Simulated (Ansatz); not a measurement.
What does this script print? It uses Ansatz 0.2.0 through its Python package.

`freq_ch3clf2si.py`:
```python
'''Vibrations of CH3ClF2Si.'''

import warnings

import ansatz as az
from ase import Atoms
from ase.thermochemistry import IdealGasThermo
import numpy as np

warnings.simplefilter('ignore', az.DeckWarning)

geometry = (
    az.Crystal.molecule()
    .atom('F', (-1.3984, 1.4498, -0.0912))
    .atom('Si', (-0.0959, 0.7902, 0.4038))
    .atom('C', (0.0114, -0.8938, -0.3253))
    .atom('F', (1.1784, -1.5427, 0.236))
    .atom('Cl', (0.2894, -0.8216, -2.0879))
    .atom('H', (-0.1608, 0.7612, 1.8908))
    .atom('H', (1.0783, 1.6803, 0.0496))
    .atom('H', (-0.8102, -1.4805, -0.1315))
)

setup = geometry.calculation().basis(gaussian='def2-SVP').functional('B3LYP', dispersion='d3bj')
symbols = [site.symbol for site in geometry.cartesian_sites]
start = np.array([site.position_ang for site in geometry.cartesian_sites], dtype=float)
rep = setup.relax(force_tolerance=0.003, max_steps=100).run(threads=1, pin='off').report
end = np.array(rep['positions_ang'])

print('final positions (A) and the move of each atom')
for symbol, xyz, old in zip(symbols, end, start):
    print(f'{symbol:2s} {xyz[0]:10.5f} {xyz[1]:10.5f} {xyz[2]:10.5f}   {np.linalg.norm(xyz - old):7.4f}')

# same settings at the minimum
minimum = az.Crystal.molecule()
for symbol, xyz in zip(symbols, end):
    minimum = minimum.atom(symbol, xyz.tolist())
vibrating = minimum.calculation()
vibrating = vibrating.basis(gaussian='def2-SVP').functional('B3LYP', dispersion='d3bj')
vibrating = vibrating.phonons(temperatures=(200, 600, 100))
vib = vibrating.run(threads=1, pin='off').report['vibrations']
sums = vib['harmonic_sums']
modes = [m['omega_inv_cm'] for m in sums['modes_at_gamma'] if m['rigid_motion'] == 'no']
for number, w in enumerate(modes, start=1):
    print(f'mode {number:2d} {w:9.1f} 1/cm {w / 8065.544 * 1000:8.2f} meV')
print('imaginary modes:', sum(w < 0 for w in modes), ' zero-point energy:', round(sums['zero_point_energy_ev'], 4), 'eV')
# rigid rotor and ideal gas, symmetry number taken as one
gas = IdealGasThermo(vib_energies=[w / 8065.544 for w in modes if w > 0], geometry='linear' if len(modes) == 3 * len(symbols) - 5 else 'nonlinear',
                     atoms=Atoms(symbols, positions=end), symmetrynumber=1, spin=0.0)
print(f'H(298 K) - E = {gas.get_enthalpy(298.15, verbose=False):.4f} eV')
print(f'S(298 K, 1 bar) = {96485.33 * gas.get_entropy(298.15, 1e5, verbose=False):.1f} J/(mol K) with symmetry number 1')
```

Running `python freq_ch3clf2si.py` prints:
```text
final positions (A) and the move of each atom
F    -1.43366    1.52188   -0.13491    0.0914
Si   -0.07506    0.83931    0.43871    0.0638
C     0.06766   -0.91054   -0.30565    0.0619
F     1.17806   -1.50657    0.24004    0.0364
Cl    0.24637   -0.79152   -2.09533    0.0530
H    -0.19333    0.72451    1.91427    0.0544
H     1.10450    1.62845    0.01719    0.0665
H    -0.80234   -1.56262   -0.13002    0.0825
mode  1      75.6 1/cm     9.37 meV
mode  2     123.1 1/cm    15.26 meV
mode  3     243.2 1/cm    30.15 meV
mode  4     286.0 1/cm    35.46 meV
mode  5     391.7 1/cm    48.56 meV
mode  6     532.3 1/cm    65.99 meV
mode  7     711.9 1/cm    88.26 meV
mode  8     748.8 1/cm    92.84 meV
mode  9     800.1 1/cm    99.20 meV
mode 10     868.5 1/cm   107.68 meV
mode 11     924.4 1/cm   114.61 meV
mode 12     969.9 1/cm   120.25 meV
mode 13    1071.1 1/cm   132.79 meV
mode 14    1204.0 1/cm   149.27 meV
mode 15    1321.6 1/cm   163.86 meV
mode 16    2264.0 1/cm   280.70 meV
mode 17    2292.1 1/cm   284.18 meV
mode 18    3088.2 1/cm   382.89 meV
imaginary modes: 0  zero-point energy: 1.1107 eV
H(298 K) - E = 1.3063 eV
S(298 K, 1 bar) = 338.8 J/(mol K) with symmetry number 1
```

The frequencies are harmonic and unscaled, in a modest basis. The result belongs to the one conformer reached from this start, and soft torsions count as harmonic oscillators. b3lyp holds the VWN-RPA fit, as in Gaussian; the form of ORCA and Turbomole is b3lyp5. The entropy takes a symmetry number of 1; a symmetric molecule's is lower by R ln(sigma). Finished in 2.9 min on 1 thread of Arm Neoverse V1, with other jobs on the host, peak memory 0.32 GiB.

(A comment or docstring line of the script was reworded after the run, the code is as it ran; lines on the test bed's own set-up are left out of the output.)
